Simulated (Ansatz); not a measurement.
# SiW (zincblende type): how the settings move a single-point run

Aim: see which settings change the result for SiW (zincblende type), by how much, and at what cost.

Program: Ansatz 0.2.0. Level of theory: reference: DFT, PBE, PAW with Ansatz's default frozen-core files, scalar-relativistic. These are calculated values, not measurements.

1 further run of the same task is left out (it didn't finish). Runs told in other sessions of the task aren't counted.

**1. The starting structure**

The structure is cubic, space group F-43m (No. 216). Conventional cell: a = 4.115 Å, b = 4.115 Å, c = 4.115 Å, α = 90.00°, β = 90.00°, γ = 90.00°. W (site symmetry -43m) is surrounded by 4 Si at 1.78 Å. Around Si (site symmetry -43m) lie 4 W at 1.78 Å.

As a file:

```xyz
2
Lattice="0.0000 2.0573 2.0573 2.0573 0.0000 2.0573 2.0573 2.0573 0.0000" Properties=species:S:1:pos:R:3 pbc="T T T"
W     0.0000    0.0000    0.0000
Si    1.0286    1.0286    1.0286
```

**2. Baseline**

File input.yaml:

```yaml
crystal:
  lattice:
    - [0.0, 2.0572582348, 2.0572582348]
    - [2.0572582348, 0.0, 2.0572582348]
    - [2.0572582348, 2.0572582348, 0.0]
  atoms:
    - { symbol: W, position: [0.0, 0.0, 0.0] }
    - { symbol: Si, position: [0.25, 0.25, 0.25] }
kpoints:
  mp_grid: { grid: [11, 11, 11] }
  band_path:
    path:
      - [0.0, 0.0, 0.0]
      - [-0.5, -0.5, 0.0]
      - [-0.375, -0.375, 0.25]
      - [-0.375, 0.0, 0.375]
      - [0.0, 0.0, 0.0]
      - [0.0, 0.0, 0.5]
      - [-0.5, -0.25, 0.25]
      - [-0.5, -0.5, 0.0]
    npoints: 8
scf:
  occupations: { method: fermi_dirac, width: 0.08 }
hamiltonian:
  xc: pbe
  pseudopotentials: { kind: paw }
output:
  forces: true
  stress: true
  eigenvalues: true
  populations: true
  dos: { projected: true, de: 0.2, e_range: [-14, 8] }
```

Started as:

```sh
> ansatz run input.yaml --threads 1 --pin off --max-ram 2048MiB --backend cpu --events-out ev --progress --plain --runs-dir out
```

**3. Variant: mixing.algorithm anderson, mixing.beta 0.2, mixing.ndim 16**

input.yaml: that of step 2 with these lines changed.

```diff
@@ -23,2 +23,3 @@
   occupations: { method: fermi_dirac, width: 0.08 }
+  mixing: { algorithm: anderson, beta: 0.2, ndim: 16 }
 hamiltonian:
@@ -31,2 +32 @@
   populations: true
-  dos: { projected: true, de: 0.2, e_range: [-14, 8] }
```

Before running it: what results should come out? Wanted: for each run, ending; energy change; pressure; gap; force.

The runs gave:

```
                                                          run     ending  energy change  pressure (GPa)  gap (eV)  force (eV/Å)  cycles   time
                                                    reference  converged              0           533.7      0.00          0.00       7  3.3 s
1: mixing.algorithm anderson, mixing.beta 0.2, mixing.ndim 16  converged   0.0 meV/atom           533.7      0.00          0.00       8  3.1 s
```

Times don't compare one to one where runs were asked for different outputs or read a saved state (see the inputs); cycles may leave out searches for a lower state.

Residual by cycle in the longest SCF loop of each run; runs are numbered as in the table. The quantity is the density residual dr2, in eV.

```
cycle  reference   run 1
    1      0.572   0.572
    2      0.219   0.409
    3    0.00423  0.0115
    4     2.1e-4  5.7e-4
    5     5.2e-6  3.2e-4
    6     8.4e-8  3.4e-6
    7    1.3e-10  1.5e-6
    8          -  2.3e-8
```

**Reading.** Same state: the changed mixing leaves the energy within 0.5 meV/atom. The structure is not at rest: the sound run finds 534 GPa, so these are no properties of the relaxed crystal. The reference leaves spin out although W can carry a moment, so its state need not be the lowest.

At pressures up to 534 GPa the PAW spheres may overlap and frozen cores may not hold, so those PAW values are rough without an all-electron check.
